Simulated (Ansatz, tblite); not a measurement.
# B6As5 wurtzite ring sphere (B₆As₅H₁₈−): which spin state is lowest

Aim: set other spin states of B6As5 wurtzite ring sphere (B₆As₅H₁₈−) against its singlet, on many levels of theory.

Computed with Ansatz 0.2.0, Gaussian basis. Level: as each input shows.

The runs, in order: triplet, at the geometry of the singlet (GFN1-xTB, GFN2-xTB, PBE0-D4/def2-TZVP, PBE-D4/def2-TZVP); the singlet's energies come from earlier runs.

**1. The structure**

The singlet was relaxed beforehand with PBE-D4/def2-SVP.

29 atoms, charge -1, spin multiplicity 1.

Bond lengths: B1–As2 2.072 Å, B1–As7 2.078 Å, B1–H12 1.232 Å, B1–H13 1.228 Å, As2–B4 2.096 Å, As2–B5 2.072 Å, As2–H14 1.532 Å, As3–B4 2.063 Å, As3–B8 2.060 Å, As3–H15 1.524 Å, As3–H16 1.534 Å, B4–As6 2.062 Å, B4–H17 1.222 Å, B5–As10 2.078 Å, B5–H18 1.228 Å, B5–H19 1.232 Å, As6–B11 2.060 Å, As6–H20 1.524 Å and more. Angles: As2–B1–As7 103.7°, As2–B1–H12 110.0°, As2–B1–H13 107.7°, As7–B1–H12 110.3°, As7–B1–H13 110.1°, H12–B1–H13 114.5°, B1–As2–B4 111.2°, B1–As2–B5 114.2°, B1–As2–H14 108.4°, B4–As2–B5 111.2°, B4–As2–H14 102.7°, B5–As2–H14 108.4°, B4–As3–B8 121.0°, B4–As3–H15 105.0°, B4–As3–H16 107.5°, B8–As3–H15 112.0°, B8–As3–H16 111.2°, H15–As3–H16 97.4° and more.

The ion is computed in the gas phase, without counter-ions or solvent.

**2. Triplet at the fixed geometry, GFN1-xTB**

Tight binding, by tblite at 300 K electronic temperature and without a spin-polarisation term:

```python
tblite.interface.Calculator('GFN1-xTB', numbers, positions, charge=-1, uhf=2).singlepoint()
```

Energy -817.6303 eV; 0.077 s.

**3. Triplet at the fixed geometry, GFN2-xTB**

Tight binding, by tblite at 300 K electronic temperature and without a spin-polarisation term:

```python
tblite.interface.Calculator('GFN2-xTB', numbers, positions, charge=-1, uhf=2).singlepoint()
```

Energy -775.5797 eV; 0.07 s.

**4. Triplet at the fixed geometry, PBE0-D4/def2-TZVP**

in.yaml

```yaml
crystal:
  periodic: [false, false, false]
  atoms:
    - {symbol: B, position_ang: [0.139562, -1.928648, -1.679691]}
    - {symbol: As, position_ang: [-1.476113, -0.852860, -0.955061]}
    - {symbol: As, position_ang: [0.192067, -1.817882, 1.787388]}
    - {symbol: B, position_ang: [-1.528991, -0.883382, 1.140008]}
    - {symbol: B, position_ang: [-1.601387, 1.084263, -1.679386]}
    - {symbol: As, position_ang: [-1.480710, 1.074249, 1.787247]}
    - {symbol: As, position_ang: [1.786991, -0.896890, -0.945902]}
    - {symbol: B, position_ang: [2.042154, -1.235851, 1.093433]}
    - {symbol: B, position_ang: [1.875348, 1.084183, -1.538932]}
    - {symbol: As, position_ang: [0.114920, 1.996353, -0.944998]}
    - {symbol: B, position_ang: [-0.050615, 2.385008, 1.094846]}
    - {symbol: H, position_ang: [0.117936, -3.074743, -1.228915]}
    - {symbol: H, position_ang: [0.112573, -1.862147, -2.905127]}
    - {symbol: H, position_ang: [-2.760856, -1.595215, -1.335448]}
    - {symbol: H, position_ang: [-0.058919, -3.304737, 1.565917]}
    - {symbol: H, position_ang: [0.157117, -1.837297, 3.320720]}
    - {symbol: H, position_ang: [-2.508842, -1.450386, 1.600985]}
    - {symbol: H, position_ang: [-1.556751, 1.028076, -2.904820]}
    - {symbol: H, position_ang: [-2.605384, 1.637626, -1.228846]}
    - {symbol: H, position_ang: [-2.893813, 1.599520, 1.563660]}
    - {symbol: H, position_ang: [-1.517023, 1.053877, 3.320535]}
    - {symbol: H, position_ang: [3.001304, -1.573700, -1.584719]}
    - {symbol: H, position_ang: [2.815206, -2.162620, 1.316381]}
    - {symbol: H, position_ang: [2.309100, -0.200259, 1.689677]}
    - {symbol: H, position_ang: [1.891617, 1.093975, -2.769196]}
    - {symbol: H, position_ang: [2.834395, 1.638209, -1.006680]}
    - {symbol: H, position_ang: [0.134395, 3.386887, -1.582762]}
    - {symbol: H, position_ang: [0.979463, 2.096106, 1.690419]}
    - {symbol: H, position_ang: [-0.464724, 3.518285, 1.319236]}
basis:
  gaussian: {orbitals: def2-TZVP, fitting: {mean_field: def2-universal-jkfit}}
total_charge: -1
magnetization: {spin_polarized: true, initial_magnetization: 2}
hamiltonian: {xc: pbe0, dispersion: d4}
scf: {omitted_lower_state_checks: [starts]}
output: {orbitals: {seedname: orbitals}}
```

Command:

```sh
$ ansatz run in.yaml --threads 2 --pin off --events-out ev --progress --plain --max-ram 32768MiB --backend cuda --devices 0, --max-vram 18GiB
```

Output:

```text
Functional definition: PBE0
  name "PBE0"
  cite "Adamo & Barone, J. Chem. Phys. 110, 6158 (1999) doi:10.1063/1.478522"
  cite "Perdew, Burke & Ernzerhof, Phys. Rev. Lett. 77, 3865 (1996) doi:10.1103/PhysRevLett.77.3865"
  parent pbe
  parameter a = 0.25
  parameter kappa = 0.804
  parameter beta = 0.06672455060314922
  exchange = (1 - a)*pbe_x(kappa = kappa, mu = beta*pi^2/3) + a*exact_x
  correlation = pbe_c(beta = beta)
these checks for a lower state are left out or cut short: starts
2104 factors; integrals over basis functions are off by at most 5.6e-1 eV
mean field evaluation 1: about -308506.5526 eV, gradient 4.5e1 eV
mean field evaluation 2: about -308502.6495 eV, gradient 5.2e1 eV
mean field evaluation 4: about -308516.0569 eV, gradient 6.6e0 eV
mean field evaluation 8: about -308516.3395 eV, gradient 3.6e-1 eV
mean field evaluation 16: about -308516.3444 eV, gradient 2.0e-2 eV
mean field evaluation 32: about -308516.3541 eV, gradient 1.5e-2 eV
mean field -308516.35410120 eV, -11337.7668933233 hartree, gradient 6.4e-6 eV, S^2 2.007725; 0 other end points of the search recorded, 0 dependent functions left out
reference -308516.35416540 eV, -11337.7668956827 hartree; 108, 106 occupied and 426, 428 virtual orbitals, 2104 factors
Total energy: -308517.77521765 eV, -11337.8191183898 hartree
Checks for a lower state left out: starts
```

Run time: 21 s. Hardware: 1 × H100 (card shared with other runs) with 2 threads of AMD EPYC 7R13, shared host; peak host memory 1.2 GiB.

Report: HOMO 1.21 eV, LUMO -2.61 eV (over both spins; with the spin held, an empty level of the minority spin lies below the top filled one); ⟨S²⟩ 2.008 (pure: 2.00). Doubts: highest occupied level lies above zero.

**5. Triplet at the fixed geometry, PBE-D4/def2-TZVP**

start.molden holds the orbitals of an earlier run on this state, given as this run's starting guess.

Edit in.yaml of step 4 so:

```diff
@@ -33,6 +33,6 @@
 basis:
-  gaussian: {orbitals: def2-TZVP, fitting: {mean_field: def2-universal-jkfit}}
+  gaussian: {orbitals: def2-TZVP, fitting: {mean_field: def2-universal-jkfit}, initial_orbitals: start.molden}
 total_charge: -1
 magnetization: {spin_polarized: true, initial_magnetization: 2}
-hamiltonian: {xc: pbe0, dispersion: d4}
+hamiltonian: {xc: pbe, dispersion: d4}
 scf: {omitted_lower_state_checks: [starts]}
```

The command is unchanged.

Output:

```text
Functional definition: PBE
  name "PBE"
  cite "Perdew, Burke & Ernzerhof, Phys. Rev. Lett. 77, 3865 (1996) doi:10.1103/PhysRevLett.77.3865"
  parent pbe
  parameter kappa = 0.804
  parameter beta = 0.06672455060314922
  exchange = pbe_x(kappa = kappa, mu = beta*pi^2/3)
  correlation = pbe_c(beta = beta)
these checks for a lower state are left out or cut short: starts
2104 factors; integrals over basis functions are off by at most 5.6e-1 eV
mean field evaluation 1: about -308505.8356 eV, gradient 1.4e1 eV
mean field evaluation 2: about -308506.1873 eV, gradient 4.5e-1 eV
mean field evaluation 4: about -308506.1938 eV, gradient 8.7e-2 eV
mean field evaluation 8: about -308506.1959 eV, gradient 3.8e-3 eV
mean field evaluation 16: about -308506.1959 eV, gradient 4.8e-4 eV
mean field -308506.19586303 eV, -11337.3935849561 hartree, gradient 2.9e-6 eV, S^2 2.002973; 0 other end points of the search recorded, 0 dependent functions left out
reference -308506.19594830 eV, -11337.3935880899 hartree; 108, 106 occupied and 426, 428 virtual orbitals, 2104 factors
Total energy: -308507.80388194 eV, -11337.4526785612 hartree
Checks for a lower state left out: starts
```

Run time: 17 s. Hardware: 1 × H100 (card shared with other runs) with 2 threads of AMD EPYC 7R13, shared host; peak host memory 1.1 GiB.

From the report: HOMO 1.48 eV, LUMO -2.89 eV (over both spins; with the spin held, an empty level of the minority spin lies below the top filled one); ⟨S²⟩ 2.003 (pure: 2.00). Doubts: highest occupied level lies above zero.

**6. Triplet less singlet, vertical**

The singlet's energies are those of its earlier runs, whose logs aren't repeated here.

| level | triplet less singlet, vertical (kcal/mol) | time |
| --- | --- | --- |
| GFN1-xTB | +124.1 | 0.13 s |
| GFN2-xTB | +123.6 | 0.12 s |
| PBE-D4/def2-TZVP | +100.5 | 27 s |
| PBE0-D4/def2-TZVP | +115.1 | 35 s |

Times add the two runs; a level without a time comes out of a correlated run. Tight binding without a spin term can't rank spin states.

**7. Summary of results**

| quantity | value |
| --- | --- |
| triplet less singlet, vertical, functionals in def2-TZVP | +100.5 (PBE-D4) to +115.1 kcal/mol (PBE0-D4) |

**Reading.** All functionals put the triplet above the singlet, over a spread of 14.6 kcal/mol. The checks for a lower triplet were left out, so another state of that spin may lie lower. These are electronic energies, without zero-point motion, entropy or surroundings.

The anion's highest level is positive in at least one run, so there the basis alone may hold the extra electron.
